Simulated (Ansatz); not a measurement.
Working through vertical spin-state energies of F3GeH2N, SMILES [NH2][Ge]([F])([F])[F]

With the Python package of Ansatz (0.2.0).

At the Python prompt:
```pycon
>>> import ansatz as az
>>> BASIS_SET = "def2-SVPD"
>>> XC = "pbe0"
>>> geometry_ang = [
...     ("N", (-0.3967, 0.4602, 1.0501)),
...     ("Ge", (0.1135, -0.4671, -0.4525)),
...     ("F", (1.1318, -1.7741, 0.051)),
...     ("F", (-1.2078, -1.1141, -1.2856)),
...     ("F", (1.0005, 0.5873, -1.5584)),
...     ("H", (-1.0186, 1.3169, 0.6785)),
...     ("H", (0.4385, 0.9228, 1.4711)),
... ]
>>> molecule = az.Crystal.molecule()
>>> for symbol, xyz in geometry_ang:
...     molecule = molecule.atom(symbol, xyz)
...
>>> setup = (
...     molecule.calculation()
...     .basis(gaussian=BASIS_SET)
...     .functional(XC)
...     .scf(lower_state_search="standard")
... )
>>> found = {}
>>> for unpaired in [0, 2]:
...     data = setup.spin("collinear", total=unpaired).run(threads=1).report
...     s = unpaired / 2
...     found[unpaired] = data["free_energy_ev"]
...     print(f"2S+1 = {unpaired + 1}: E = {found[unpaired]:.5f} eV, <S^2> = {abs(data['mean_field']['state']['spin_squared']):.3f} (pure state {s * (s + 1):.2f})")
...
2S+1 = 1: E = -66164.28670 eV, <S^2> = 0.000 (pure state 0.00)
2S+1 = 3: E = -66158.30927 eV, <S^2> = 2.005 (pure state 2.00)
>>> lowest = min(found, key=found.get)
>>> for unpaired, e in found.items():
...     print(f"multiplicity {unpaired + 1}: {(e - found[lowest]):.3f} eV above the lowest")
...
multiplicity 1: 0.000 eV above the lowest
multiplicity 3: 5.977 eV above the lowest
```

In order: multiplicity 1 (+0.00 eV) and multiplicity 3 (+5.98 eV), all at the one geometry.

Reading the output:
- The settings weren't tested for convergence.
- The geometry is a force-field or estimated start, not a minimum of this method, and the basis set is short of its limit. All parts are taken at fixed geometry, without zero-point energy.
- Wall time of the script: 27 s on 1 thread of Arm Neoverse V1 (shared host), peak memory 0.52 GiB.

(Lines on the test bed's own set-up are left out of the output.)
